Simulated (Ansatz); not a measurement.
# Ag: the cost of one run

Computed with Ansatz 0.2.0 (DFT r2SCAN, scalar-relativistic, plane waves, PAW, unless a step's input says otherwise).

2 further runs of the same task are left out: 1 that didn't finish, 1 set aside as unsound or not needed.

## 1. The system as given

It takes space group Fm-3m (No. 225, cubic). Conventional cell: a = 4.104 Å, b = 4.104 Å, c = 4.104 Å, α = 90.00°, β = 90.00°, γ = 90.00°. Around Ag (site symmetry m-3m) lie 12 Ag at 2.90 Å.

As a file:

```
CELL_PARAMETERS angstrom
0.00000 2.05208 2.05208
2.05208 0.00000 2.05208
2.05208 2.05208 0.00000
ATOMIC_POSITIONS crystal
Ag 0.00000 0.00000 0.00000
```

This cell was relaxed beforehand with the same method: volume 17.28 Å³/atom, gap on the mesh none (metal).

## 2. Zero of the scan

input.yaml

```yaml
crystal:
  lattice:
    - [0.0, 2.0520775112, 2.0520775112]
    - [2.0520775112, 0.0, 2.0520775112]
    - [2.0520775112, 2.0520775112, 0.0]
  atoms:
    - { symbol: Ag, position: [0.0, 0.0, 0.0] }
basis:
  ecutwfc: 500
kpoints:
  mp_grid: { grid: [28, 28, 28] }
hamiltonian:
  xc: r2scan
scf:
  occupations: { method: gaussian, width: 0.15 }
output:
  forces: true
  stress: true
  eigenvalues: true
```

The run is started by

```bash
ansatz run input.yaml --threads 1 --pin off --max-ram 2560MiB --backend cpu --events-out ev --progress --plain --runs-dir out
```

**Question.** How long does this run take on 1 thread of Intel Xeon Platinum 8259CL at 2.50GHz (Skylake/Cascade Lake), shared host, and how much memory does it need?

About 23 s, with a peak of 0.55 GiB.
